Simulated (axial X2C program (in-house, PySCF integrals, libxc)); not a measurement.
**TeSi⁺: properties at the nuclei**

Wanted for TeSi⁺: properties at the nuclei, at the two-component level.

Computed with an in-house X2C program for linear molecules on PySCF integrals. Level: two-component X2C with atomic mean-field terms, Te dyall-cv3z, Si dyall-v3z.

All values are calculated.

**1. Set-up**

task.json reads:

```json
{
 "zs": [
  52,
  14
 ],
 "q": 1,
 "bas": [
  "dyall-cv3z",
  "dyall-v3z"
 ],
 "r0": 2.35,
 "levels": [
  "PBE0",
  "HF",
  "LDA",
  "PBE",
  "BP86"
 ],
 "nst": 3
}
```

Keys: zs atomic numbers; q charge; bas basis sets; r0 starting distance in Å; levels methods (HF also brings MP2); nst determinants followed.

Launch:

```bash
python soeom.py task.json out
```

Nuclei are Gaussian, cores are contracted, and the Gaunt term is on.

**2. Expectation values, lowest determinant**

R = 2.419 Å. State: Ω = 3/2 (excess of +ω over −ω: ω = 3/2).

Output of the PBE0 run:

```text
two-component X2C + atomic mean field  PBE0
basis functions 170  fitting functions 929  grid points 5083
iter        total energy     max residual
   1      -7078.439954557     5.31e+00
   2      -7079.420685320     3.94e+00
   3      -7080.051634910     2.15e-01
   4      -7080.236317080     2.16e-01
   5      -7080.251813402     7.75e-02
   6      -7080.254735012     5.36e-02
   7      -7080.257824875     1.20e-02
   8      -7080.258159110     1.16e-02
   9      -7080.258225017     2.08e-03
  10      -7080.258229153     6.31e-04
  11      -7080.258229855     2.09e-04
  12      -7080.258229924     1.08e-04
  13      -7080.258229939     6.02e-05
  14      -7080.258229945     2.32e-05
  15      -7080.258229947     1.70e-05
  16      -7080.258229947     9.90e-06
converged
one-electron -10017.07224240  Coulomb 2979.40760939  exact exchange -48.69943039  xc functional -149.06897522  nuclear repulsion 159.25630821  atomic mean-field constant -4.08149955
```

The highest occupied spinor is 66% Te p, 27% Si p, 3% Si d.

```csv
level,Eeff magnitude (GV/cm),Ws magnitude Te (kHz),A∥/gI Te (MHz),qzz Te (a.u.),A∥/gI Si (MHz),qzz Si (a.u.)
PBE0,0.847,0.254,401,-3.20,33,-1.72
HF,3.07,1.14,366,-2.17,53.4,-2.00
LDA,0.544,0.136,465,-3.72,34.9,-1.61
PBE,0.653,0.181,416,-3.61,33.7,-1.61
BP86,0.647,0.178,434,-3.59,34.3,-1.61
```

Eeff is the effective electric field on the electron dipole moment in this Ω state and Ws the scalar–pseudoscalar constant (defined with the proton number Z and per Ω); A∥ is the parallel hyperfine constant, which follows by multiplying with the nuclear g factor gI = μI/(I μN); qzz is the electric field gradient, eQq0 = 234.96 MHz × Q/barn × qzz. The operators were transformed with the bare-nucleus X2C matrices.

**3. Expectation values, a higher determinant**

R = 2.419 Å. State: Ω = 1/2 (excess of +ω over −ω: ω = 1/2), 0.24 eV above the lowest in the PBE0 search for states (made at or near this distance, with looser thresholds).

Output of the PBE0 run:

```text
two-component X2C + atomic mean field  PBE0
basis functions 170  fitting functions 929  grid points 5083
iter        total energy     max residual
   1      -7078.442956537     5.19e+00
   2      -7079.417686427     3.85e+00
   3      -7080.028263105     2.68e-01
   4      -7080.223525732     2.19e-01
   5      -7080.233942131     9.85e-02
   6      -7080.242687787     7.44e-02
   7      -7080.246944787     2.26e-02
   8      -7080.247695746     1.25e-02
   9      -7080.247767754     3.58e-03
  10      -7080.247777017     8.18e-04
  11      -7080.247779187     5.60e-04
  12      -7080.247780251     3.75e-04
  13      -7080.247780897     4.57e-04
  14      -7080.247781464     3.53e-04
  15      -7080.247781690     1.84e-04
  16      -7080.247781799     1.77e-04
  17      -7080.247781839     4.65e-05
  18      -7080.247781847     5.01e-05
  19      -7080.247781848     1.71e-05
  20      -7080.247781849     1.39e-05
  21      -7080.247781849     2.50e-06
converged
one-electron -10016.84168111  Coulomb 2979.17508860  exact exchange -48.69580066  xc functional -149.06019733  nuclear repulsion 159.25630821  atomic mean-field constant -4.08149955
```

The highest occupied spinor is 64% Te p, 30% Si p, 4% Si d.

```csv
level,Eeff magnitude (GV/cm),Ws magnitude Te (kHz),A∥/gI Te (MHz),qzz Te (a.u.),A∥/gI Si (MHz),qzz Si (a.u.)
PBE0,2.61,3.11,2000,-2.08,217,-1.37
HF,2.24,2.4,1590,-2.60,346,-1.19
LDA,2,2.3,1370,-0.38,349,-1.08
PBE,1.8,2.09,1480,-0.86,308,-1.14
BP86,1.87,2.17,1460,-0.79,309,-1.13
```

**4. Expectation values, a higher determinant**

R = 2.419 Å. State: Ω = 7/2 (excess of +ω over −ω: ω = 1/2, 2 × ω = 3/2), 2.36 eV above the lowest in the PBE0 search for states (made at or near this distance, with looser thresholds).

Output of the PBE0 run:

```text
two-component X2C + atomic mean field  PBE0
basis functions 170  fitting functions 929  grid points 5083
iter        total energy     max residual
   1      -7078.391102548     5.19e+00
   2      -7079.347373489     3.84e+00
   3      -7079.946352967     3.77e-01
   4      -7080.150487901     2.09e-01
   5      -7080.168015034     1.15e-01
   6      -7080.172478341     4.30e-02
   7      -7080.174096615     1.27e-02
   8      -7080.174441060     1.34e-02
   9      -7080.174531029     3.38e-03
  10      -7080.174565336     1.72e-03
  11      -7080.174574410     1.50e-03
  12      -7080.174576083     4.79e-04
  13      -7080.174576496     4.25e-04
  14      -7080.174576558     8.68e-05
  15      -7080.174576570     4.11e-05
  16      -7080.174576572     1.96e-05
  17      -7080.174576572     1.43e-05
  18      -7080.174576572     5.53e-06
converged
one-electron -10016.11546323  Coulomb 2978.54997489  exact exchange -48.70897009  xc functional -149.07492680  nuclear repulsion 159.25630821  atomic mean-field constant -4.08149955
```

The highest occupied spinor is 67% Si p, 26% Te p, 4% Te d.

```csv
level,Eeff magnitude (GV/cm),Ws magnitude Te (kHz),A∥/gI Te (MHz),qzz Te (a.u.),A∥/gI Si (MHz),qzz Si (a.u.)
PBE0,1.94,0.401,302,5.66,157,0.16
HF,1.58,0.376,202,6.36,156,-0.01
LDA,1.78,0.365,364,5.18,176,0.22
PBE,1.96,0.395,337,5.27,161,0.21
BP86,1.84,0.377,344,5.25,166,0.22
```

**5. Summary of results**

```
                                        quantity                                                 value
                              lowest determinant               Ω = 3/2 (excess of +ω over −ω: ω = 3/2)
                    Eeff magnitude (GV/cm), PBE0                                                 0.847
                     Ws magnitude Te (kHz), PBE0                                                 0.254
                            A∥/gI Te (MHz), PBE0                                                   401
                             qzz Te (a.u.), PBE0                                                 -3.20
                              higher determinant               Ω = 1/2 (excess of +ω over −ω: ω = 1/2)
Eeff magnitude (GV/cm), PBE0, higher determinant                                                  2.61
 Ws magnitude Te (kHz), PBE0, higher determinant                                                  3.11
        A∥/gI Te (MHz), PBE0, higher determinant                                                  2000
         qzz Te (a.u.), PBE0, higher determinant                                                 -2.08
                              higher determinant  Ω = 7/2 (excess of +ω over −ω: ω = 1/2, 2 × ω = 3/2)
Eeff magnitude (GV/cm), PBE0, higher determinant                                                  1.94
 Ws magnitude Te (kHz), PBE0, higher determinant                                                 0.401
        A∥/gI Te (MHz), PBE0, higher determinant                                                   302
         qzz Te (a.u.), PBE0, higher determinant                                                  5.66
```

In the first state, the effective field runs from 0.544 to 3.07 GV/cm over the mean-field levels, so the levels don't agree on it. The expectation values come from single determinants, which for open shells can mix terms of unlike spin or miss the lowest Ω, so a determinant need not be a state. Eeff is the effective electric field on the electron dipole moment in this Ω state and Ws the scalar–pseudoscalar constant (defined with the proton number Z and per Ω); A∥ is the parallel hyperfine constant, which follows by multiplying with the nuclear g factor gI = μI/(I μN); qzz is the electric field gradient, eQq0 = 234.96 MHz × Q/barn × qzz. The operators were transformed with the bare-nucleus X2C matrices.
